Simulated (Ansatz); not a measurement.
# C2H8S2Si: ionisation energy by level of theory

One table from this session's results is given with a row withheld; the runs are named, their logs left out.

Computed with Ansatz 0.2.0, Gaussian basis. Level: unrestricted cation, the program's frozen cores in correlated methods.

Plan: UKS PBE-D4/def2-TZVPP; UKS r2SCAN-D4/def2-TZVPP; UKS PBE0-D4/def2-TZVPP; UKS B3LYP-D4/def2-TZVPP; UKS wB97X-V/def2-TZVPP; UKS wB97M-V/def2-TZVPP; UKS B2PLYP/def2-TZVPP; UHF-CCSD(T)/def2-TZVPP; UHF-MP2/def2-QZVPP; extrapolation to the limit; then −ε(HOMO) from the neutral's earlier runs with LDA (SPW92), PBE-D4, revPBE-D4, BLYP-D4, r2SCAN-D4, B97M-V, PBE0-D4, B3LYP-D4, r2SCANh-D4, r2SCAN0-D4, HSE06-D4, BHLYP-D4, CAM-B3LYP-D4, LC-ωPBE, ωB97X-V, ωB97M-V.

### The relaxed structure

An earlier PBE0-D4 in a triple-zeta def2 set relaxation fixed the geometry.

SMILES `C[SiH2]SSC`, 13 atoms, charge 0, spin multiplicity 1.

Atoms are counted from 1 here; the program's logs count them from 0.

Bond lengths: C1–Si2 1.861 Å, C1–H6 1.092 Å, C1–H7 1.092 Å, C1–H8 1.093 Å, Si2–S3 2.149 Å, Si2–H9 1.489 Å, Si2–H10 1.488 Å, S3–S4 2.059 Å, S4–C5 1.800 Å, C5–H11 1.090 Å, C5–H12 1.093 Å, C5–H13 1.089 Å. Angles: Si2–C1–H6 110.7°, Si2–C1–H7 110.2°, Si2–C1–H8 110.3°, H6–C1–H7 108.6°, H6–C1–H8 108.6°, H7–C1–H8 108.4°, C1–Si2–S3 112.0°, C1–Si2–H9 111.4°, C1–Si2–H10 110.8°, S3–Si2–H9 104.9°, S3–Si2–H10 108.5°, H9–Si2–H10 109.1°, Si2–S3–S4 97.1°, S3–S4–C5 102.0°, S4–C5–H11 110.9°, S4–C5–H12 106.0°, S4–C5–H13 110.7°, H11–C5–H12 109.3° and more.

Set-up of the first run:

in.yaml

```yaml
crystal:
  periodic: [false, false, false]
  atoms:
    - {symbol: C, position_ang: [-1.936500, 1.002326, 0.794818]}
    - {symbol: Si, position_ang: [-0.283443, 1.360429, 0.018557]}
    - {symbol: S, position_ang: [1.327978, 0.428709, 1.091607]}
    - {symbol: S, position_ang: [0.782969, -1.523052, 0.724138]}
    - {symbol: C, position_ang: [1.668527, -1.876233, -0.802981]}
    - {symbol: H, position_ang: [-1.978674, 1.396685, 1.811944]}
    - {symbol: H, position_ang: [-2.109845, -0.074973, 0.830738]}
    - {symbol: H, position_ang: [-2.737554, 1.461731, 0.209367]}
    - {symbol: H, position_ang: [0.027802, 2.816446, 0.048579]}
    - {symbol: H, position_ang: [-0.248285, 0.884881, -1.390669]}
    - {symbol: H, position_ang: [1.334002, -1.221714, -1.607543]}
    - {symbol: H, position_ang: [1.429775, -2.911748, -1.057286]}
    - {symbol: H, position_ang: [2.743549, -1.778288, -0.656469]}
basis:
  gaussian: {orbitals: def2-TZVPP}
total_charge: 1
magnetization: {spin_polarized: true, initial_magnetization: 1}
hamiltonian: {xc: pbe, dispersion: d4}
```

Command:

```sh
$ ansatz run in.yaml --threads 2 --pin off --events-out ev --progress --plain --max-ram 32768MiB --backend cuda --devices 0, --max-vram 18GiB
```

Steps of the session up to this table: Cation, UKS PBE-D4/def2-TZVPP; Cation, UKS r2SCAN-D4/def2-TZVPP; Cation, UKS PBE0-D4/def2-TZVPP; Cation, UKS B3LYP-D4/def2-TZVPP; Cation, UKS wB97X-V/def2-TZVPP; Cation, UKS wB97M-V/def2-TZVPP; Cation, UKS B2PLYP (frozen core)/def2-TZVPP; Cation, UHF-CCSD(T)/def2-TZVPP; Cation, UHF-MP2/def2-QZVPP.

One table of the session follows, with a row left open; its other results are not shown here.

For comparison, −ε(HOMO) of the neutral from earlier runs:

| functional | −ε(HOMO) (eV) |
| --- | --- |
| LDA (SPW92) | 5.60 |
| PBE-D4 | 5.49 |
| revPBE-D4 | 5.44 |
| BLYP-D4 | 5.34 |
| r2SCAN-D4 | 5.72 |
| B97M-V | ? |
| PBE0-D4 | 6.67 |
| B3LYP-D4 | 6.44 |
| r2SCANh-D4 | 6.16 |
| r2SCAN0-D4 | 6.82 |
| HSE06-D4 | 6.27 |
| BHLYP-D4 | 7.73 |
| CAM-B3LYP-D4 | 7.96 |
| LC-ωPBE | 9.31 |
| ωB97X-V | 8.98 |
| ωB97M-V | 8.81 |

**Question.** Estimate the row for B97M-V.

**Answer.** −ε(HOMO) (eV): 5.85. In the column «−ε(HOMO) (eV)» it lies between r2SCAN-D4 (5.72) and r2SCANh-D4 (6.16).
